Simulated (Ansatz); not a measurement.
**C₂H₇FOSi: small, medium and large basis sets**

One table from this session's results is given with a row withheld; the runs are named, their logs left out.

Method: one geometry, several basis sets; program: Ansatz 0.2.0, Gaussian basis.

The runs, in order: PBE0-D4/def2-SVP; ωB97M-V/def2-SVP; PBE0-D4/def2-QZVPP; ωB97M-V/def2-QZVPP; the functionals' def2-TZVPP values are taken from earlier runs.

### The relaxed structure

All runs share one geometry, relaxed beforehand with PBE0-D4 in a triple-zeta def2 set.

12 atoms, charge 0, spin multiplicity 1.

Atoms are counted from 1 here; the program's logs count them from 0.

Bond lengths: C1–C2 1.528 Å, C1–H6 1.092 Å, C1–H7 1.093 Å, C1–H8 1.093 Å, C2–Si3 1.857 Å, C2–H9 1.097 Å, C2–H10 1.096 Å, Si3–O4 1.636 Å, Si3–F5 1.602 Å, Si3–H11 1.479 Å, O4–H12 0.958 Å. Angles: C2–C1–H6 111.5°, C2–C1–H7 111.5°, C2–C1–H8 111.4°, H6–C1–H7 107.7°, H6–C1–H8 107.4°, H7–C1–H8 107.1°, C1–C2–Si3 113.5°, C1–C2–H9 110.7°, C1–C2–H10 110.6°, Si3–C2–H9 108.5°, Si3–C2–H10 107.7°, H9–C2–H10 105.6°, C2–Si3–O4 113.2°, C2–Si3–F5 107.4°, C2–Si3–H11 113.4°, O4–Si3–F5 109.7°, O4–Si3–H11 105.1°, F5–Si3–H11 107.9° and more.

The first run:

The input, in.yaml:

```yaml
crystal:
  periodic: [false, false, false]
  atoms:
    - {symbol: C, position_ang: [0.569072, 0.494026, 1.371305]}
    - {symbol: C, position_ang: [0.278007, 0.780787, -0.100722]}
    - {symbol: Si, position_ang: [-0.848752, -0.467175, -0.888984]}
    - {symbol: O, position_ang: [-0.245478, -1.987147, -0.861279]}
    - {symbol: F, position_ang: [-1.086308, -0.007809, -2.404990]}
    - {symbol: H, position_ang: [1.220191, 1.255352, 1.806657]}
    - {symbol: H, position_ang: [1.058538, -0.474086, 1.501029]}
    - {symbol: H, position_ang: [-0.349590, 0.472545, 1.963494]}
    - {symbol: H, position_ang: [1.209139, 0.822070, -0.678654]}
    - {symbol: H, position_ang: [-0.184547, 1.767655, -0.216822]}
    - {symbol: H, position_ang: [-2.169435, -0.564742, -0.231502]}
    - {symbol: H, position_ang: [0.626166, -2.146677, -1.225431]}
basis:
  gaussian: {orbitals: def2-SVP}
hamiltonian: {xc: pbe0, dispersion: d4}
output: {orbitals: {seedname: orbitals}}
```

The run is started by

```bash
$ ansatz run in.yaml --threads 4 --pin off --events-out ev --progress --plain --max-ram 10444MiB
```

Steps of the session up to this table: PBE0-D4 in def2-SVP; ωB97M-V in def2-SVP; PBE0-D4 in def2-QZVPP; ωB97M-V in def2-QZVPP.

One table of the session follows, with a row left open; its other results are not shown here.

It belongs to the step «Functionals by basis». 

| functional | basis | HOMO (eV) | LUMO (eV) |
| --- | --- | --- | --- |
| PBE0-D4 | def2-SVP | -8.34 | 1.26 |
| PBE0-D4 | def2-TZVPP | ? | ? |
| PBE0-D4 | def2-QZVPP | -8.45 | 0.26 |
| ωB97M-V | def2-SVP | -10.58 | 2.90 |
| ωB97M-V | def2-TZVPP | -10.69 | 2.06 |
| ωB97M-V | def2-QZVPP | -10.71 | 1.42 |

Q: Estimate the row for PBE0-D4, def2-TZVPP from the others.

**Answer.** HOMO (eV): -8.43; LUMO (eV): 0.64. In the column «HOMO (eV)» it lies between PBE0-D4, def2-QZVPP (-8.45) and PBE0-D4, def2-SVP (-8.34).
